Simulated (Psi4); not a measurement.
# One shape, several levels: GaNH3 (SMILES [NH2][GaH])

Wanted: a comparison of 3 runs (UHF/def2-TZVP, UPBE0/def2-SVP, UTPSS/def2-SVP) of GaNH3. 

Program for the calculation: Psi4 1.11.

4 further runs of the same task are left out: 3 for a known fault of the program, 1 set aside as unsound or not needed.

## (1) Starting point

GaNH3 has 5 atoms, charge 0, and is taken as a doublet. SMILES: `[NH2][GaH]`. Geometry: relaxed at PBE0-D4/def2-TZVP. This is one conformer, not always the lowest.

Bond lengths: N1–Ga2 1.825 Å, N1–H3 1.008 Å, N1–H4 1.006 Å, Ga2–H5 1.594 Å. Angles: N1–Ga2–H5 116.9°, Ga2–N1–H3 123.8°, Ga2–N1–H4 124.3°, H3–N1–H4 111.9°.

## (2) Energy and one-electron properties at UHF/def2-TZVP (DKH2) (run 1)

File input.json:

```json
{
 "schema_name": "qcschema_input",
 "schema_version": 1,
 "molecule": {
  "schema_name": "qcschema_molecule",
  "schema_version": 2,
  "symbols": ["N", "Ga", "H", "H", "H"],
  "geometry": [-0.40043297, -1.29257267, 0.12226528, 1.54107165, 1.47946658, 0.78801579, -1.78919269, -1.32526493, -1.1812678, -0.21769645, -2.96554721, 1.0053343, 0.96035882, 3.96445644, -0.81277121],
  "molecular_charge": 0,
  "molecular_multiplicity": 2,
  "fix_com": true,
  "fix_orientation": true
 },
 "driver": "energy",
 "model": {
  "method": "hf",
  "basis": "def2-TZVP"
 },
 "keywords": {
  "reference": "uhf",
  "scf_type": "pk",
  "relativistic": "dkh",
  "dkh_order": 2,
  "scf_properties": ["ESP_AT_NUCLEI", "MBIS_CHARGES", "MULTIPOLE(3)", "MULLIKEN_CHARGES", "MAYER_INDICES"]
 }
}
```

Launch:

```sh
$ psi4 --qcschema input.json -n 1 --memory 1600MB
```

stdout:

```text
[...]
  Running in c1 symmetry.
[...]
  Nuclear repulsion =   95.419926978700360
[...]
  Multiplicity = 2
[...]
  Nalpha       = 21
  Nbeta        = 20
[...]
    Number of basis functions: 97
[...]
   @UHF iter   1: -1992.08126662783752   -2.90269e+00   3.09976e-02 DIIS/ADIIS
[...]
   @UHF iter  11: -1993.79882083798429   -6.15837e-08   5.34394e-07 DIIS
[...]
   @S^2 Observed:                7.575600714E-01
[...]
  @UHF Final Energy: -1993.79882083798429
   => Energetics <=
    Nuclear Repulsion Energy =             95.4199269787003601
    One-Electron Energy =               -2968.2696748447096979
    Two-Electron Energy =                 879.0509270280249439
    Total Energy =                      -1993.7988208379842945
  UHF NO Occupations:
  HONO-2 :   19  A 1.9994471
  HONO-1 :   20  A 1.9971596
[...]
 Multipole Moments:
 ------------------------------------------------------------------------------------
     Multipole            Electronic (a.u.)      Nuclear  (a.u.)        Total (a.u.)
 ------------------------------------------------------------------------------------
 L = 1.  Multiply by 2.5417464519 to convert [e a0] to [Debye]
 Dipole X            :        -44.0158419           43.9236600           -0.0921818
 Dipole Y            :        -36.7883955           36.4890996           -0.2992959
 Dipole Z            :        -24.2565624           24.2956417            0.0390793
 Magnitude           :                                                    0.3155990
[...]
```

The result, in JSON:

```text
{
 "driver": "energy",
 "model": {
  "method": "hf",
  "basis": "def2-TZVP"
 },
 "success": true,
 "return_result": -1993.7988208379843,
 "properties": {
  "calcinfo_nbasis": 97,
  "calcinfo_nmo": 97,
  "calcinfo_nalpha": 21,
  "calcinfo_nbeta": 20,
  "calcinfo_natom": 5,
  "nuclear_repulsion_energy": 95.41992697870036,
  "return_energy": -1993.7988208379843,
  "scf_one_electron_energy": -2968.2696748447097,
  "scf_two_electron_energy": 879.050927028025,
  "scf_dipole_moment": [-0.09218181720869723, -0.2992958783073263, 0.039079320217357605],
  "scf_total_energy": -1993.7988208379843,
  "scf_iterations": 11
 }
}
```

Run time: 6.6 s. Hardware: 1 thread of Intel Xeon 6975P-C (Granite Rapids), shared host; peak memory 0.4 GiB.

Atomic charges (e):

```
atom    MBIS  Mulliken
  N1  -1.242    -0.760
 Ga2  +0.667    +0.373
  H3  +0.420    +0.248
  H4  +0.419    +0.251
  H5  -0.265    -0.111
```

## (3) The energy at UPBE0/def2-SVP (run 2)

File job.json:

```json
{
 "schema_name": "qcschema_input",
 "schema_version": 1,
 "molecule": {
  "schema_name": "qcschema_molecule",
  "schema_version": 2,
  "symbols": ["N", "Ga", "H", "H", "H"],
  "geometry": [-0.40043297, -1.29257267, 0.12226528, 1.54107165, 1.47946658, 0.78801579, -1.78919269, -1.32526493, -1.1812678, -0.21769645, -2.96554721, 1.0053343, 0.96035882, 3.96445644, -0.81277121],
  "molecular_charge": 0,
  "molecular_multiplicity": 2,
  "fix_symmetry": "c1",
  "fix_com": true,
  "fix_orientation": true
 },
 "driver": "energy",
 "model": {
  "method": "pbe0",
  "basis": "def2-SVP"
 },
 "keywords": {
  "reference": "uks",
  "puream": true,
  "e_convergence": 1e-09,
  "d_convergence": 1e-08,
  "scf_type": "pk",
  "dft_radial_points": 99,
  "dft_spherical_points": 590,
  "maxiter": 200
 }
}
```

Launch:

```sh
$ psi4 --qcschema job.json -n 1 --memory 1600MB
```

stdout:

```text
[...]
  Running in c1 symmetry.
[...]
  Nuclear repulsion =   95.419926978700360
[...]
  Multiplicity = 2
[...]
  Nalpha       = 21
  Nbeta        = 20
[...]
    Number of basis functions: 61
[...]
   @UKS iter   1: -1979.05713898008730   -1.95492e+00   4.05320e-02 DIIS/ADIIS
[...]
   @UKS iter  14: -1980.76976597252883   -2.95586e-12   5.54446e-09 DIIS
[...]
   @S^2 Observed:                7.534238674E-01
[...]
  @UKS Final Energy: -1980.76976597252883
   => Energetics <=
    Nuclear Repulsion Energy =             95.4199269787003601
    One-Electron Energy =               -2950.2712578087830479
    Two-Electron Energy =                 936.5703267172004871
    DFT Exchange-Correlation Energy =     -62.4887618596467576
    Empirical Dispersion Energy =           0.0000000000000000
    VV10 Nonlocal Energy =                  0.0000000000000000
    Total Energy =                      -1980.7697659725288304
[...]
 Multipole Moments:
 ------------------------------------------------------------------------------------
     Multipole            Electronic (a.u.)      Nuclear  (a.u.)        Total (a.u.)
 ------------------------------------------------------------------------------------
 L = 1.  Multiply by 2.5417464519 to convert [e a0] to [Debye]
 Dipole X            :        -44.1717993           43.9236600           -0.2481392
 Dipole Y            :        -36.9196225           36.4890996           -0.4305229
 Dipole Z            :        -24.3487220           24.2956417           -0.0530802
 Magnitude           :                                                    0.4997405
[...]
```

The result, in JSON:

```text
{
 "driver": "energy",
 "model": {
  "method": "pbe0",
  "basis": "def2-SVP"
 },
 "success": true,
 "return_result": -1980.7697659725288,
 "properties": {
  "calcinfo_nbasis": 61,
  "calcinfo_nmo": 61,
  "calcinfo_nalpha": 21,
  "calcinfo_nbeta": 20,
  "calcinfo_natom": 5,
  "nuclear_repulsion_energy": 95.41992697870036,
  "return_energy": -1980.7697659725288,
  "scf_one_electron_energy": -2950.271257808783,
  "scf_two_electron_energy": 936.5703267172005,
  "scf_xc_energy": -62.48876185964676,
  "scf_dipole_moment": [-0.24813923488592593, -0.4305229185382089, -0.05308024502660302],
  "scf_total_energy": -1980.7697659725288,
  "scf_iterations": 14
 }
}
```

It took 9.6 s on 1 thread of Intel Xeon 6975P-C (Granite Rapids), shared host; peak memory 0.67 GiB.

## (4) The energy at UTPSS/def2-SVP (run 3)

File calc.py:

```python
import psi4

psi4.set_memory('1600 MB')
psi4.set_num_threads(1)
psi4.core.set_output_file('gah3n.out', False)

mol = psi4.geometry("""
0 2
N     -0.211900    -0.684000     0.064700
Ga     0.815500     0.782900     0.417000
H     -0.946800    -0.701300    -0.625100
H     -0.115200    -1.569300     0.532000
H      0.508200     2.097900    -0.430100
symmetry c1
""")

options = {'basis': 'def2-SVP', 'reference': 'uks', 'puream': True, 'e_convergence': 1e-09, 'd_convergence': 1e-08, 'scf_type': 'pk', 'dft_radial_points': 99, 'dft_spherical_points': 590, 'maxiter': 200}
psi4.set_options(options)

energy_value, wavefunction = psi4.energy("tpss", molecule=mol, return_wfn=True)
psi4.oeprop(wavefunction, "MULLIKEN_CHARGES", "DIPOLE", "MAYER_INDICES", title="TPSS")
print(f'tpss energy: {energy_value:.10f} Eh')
for k, v in sorted(psi4.core.scalar_variables().items()):
    print(f'{k:45s} {v:18.10f}')
```

Launch:

```sh
$ python calc.py
```

gah3n.out:

```text
[...]
  Running in c1 symmetry.
[...]
  Nuclear repulsion =   95.419926874908640
[...]
  Multiplicity = 2
[...]
  Nalpha       = 21
  Nbeta        = 20
[...]
    Number of basis functions: 61
[...]
   @UKS iter   1: -1979.19564375174855   -1.44670e+00   4.22549e-02 ADIIS/DIIS
[...]
   @UKS iter  14: -1981.09228557024221   -6.59384e-12   5.92933e-09 DIIS
[...]
   @S^2 Observed:                7.539665834E-01
[...]
  @UKS Final Energy: -1981.09228557024221
   => Energetics <=
    Nuclear Repulsion Energy =             95.4199268749086400
    One-Electron Energy =               -2949.5393832247827959
    Two-Electron Energy =                 956.0739524790428732
    DFT Exchange-Correlation Energy =     -83.0467816994107153
    Empirical Dispersion Energy =           0.0000000000000000
    VV10 Nonlocal Energy =                  0.0000000000000000
    Total Energy =                      -1981.0922855702422112
[...]
 Multipole Moments:
 ------------------------------------------------------------------------------------
     Multipole            Electronic (a.u.)      Nuclear  (a.u.)        Total (a.u.)
 ------------------------------------------------------------------------------------
 L = 1.  Multiply by 2.5417464519 to convert [e a0] to [Debye]
 Dipole X            :          3.2874098           -3.5661113           -0.2787015
 Dipole Y            :          2.8737214           -3.3622894           -0.4885681
 Dipole Z            :          1.8968082           -1.9542468           -0.0574385
 Magnitude           :                                                    0.5653958
[...]
```

On the terminal:

```text
tpss energy: -1981.0922855702 Eh
CURRENT ENERGY                                  -1981.0922855702
CURRENT REFERENCE ENERGY                        -1981.0922855702
DD SOLVATION ENERGY                                 0.0000000000
DFT FUNCTIONAL TOTAL ENERGY                     -1981.0922855702
DFT TOTAL ENERGY                                -1981.0922855702
DFT VV10 ENERGY                                     0.0000000000
DFT XC ENERGY                                     -83.0467816994
GRID ELECTRONS ALPHA                               20.9999999743
GRID ELECTRONS BETA                                19.9999999970
GRID ELECTRONS TOTAL                               40.9999999712
NUCLEAR REPULSION ENERGY                           95.4199268749
ONE-ELECTRON ENERGY                             -2949.5393832248
PCM POLARIZATION ENERGY                             0.0000000000
PE ENERGY                                           0.0000000000
SCF ITERATION ENERGY                            -1981.0922855702
SCF ITERATIONS                                     14.0000000000
SCF TOTAL ENERGY                                -1981.0922855702
TWO-ELECTRON ENERGY                               956.0739524790
XC GRID RADIAL POINTS                              99.0000000000
XC GRID SPHERICAL POINTS                          590.0000000000
XC GRID TOTAL POINTS                           279204.0000000000
```

Wall time 22 s (1 thread of Intel Xeon 6975P-C (Granite Rapids), shared host); peak memory 1.3 GiB.

## (5) Overview of the runs

```
run                 level        task  symmetry   energy (Eh)  dipole moment (D)  HOMO energy (eV)  LUMO energy (eV)  wall time
  1  UHF/def2-TZVP (DKH2)  properties      auto  -1993.798821               0.80             -8.29              1.22      6.6 s
  2        UPBE0/def2-SVP      energy        c1  -1980.769766               1.27             -5.54             -2.21      9.6 s
  3        UTPSS/def2-SVP      energy        c1  -1981.092286               1.44             -4.63             -3.10       22 s
```

## (6) Outcome

```
                                 quantity           value
                      run 3: total energy  -1981.09229 Eh
                     run 3: dipole moment          1.44 D
run 3: HOMO energy (highest over α and β)        -4.63 eV
 run 3: LUMO energy (lowest over α and β)        -3.10 eV
                              run 3: ⟨S²⟩           0.754
```

The dipole moment (its size) runs from 0.80 D (UHF/def2-TZVP) to 1.44 D (UTPSS/def2-SVP). The two ends differ in method and basis and Hamiltonian. Totals of different functionals can't be ranked against each other. Some runs of one species differ in core potentials or relativity; totals across that change don't compare. All runs together took 38 s, the longest 22 s.
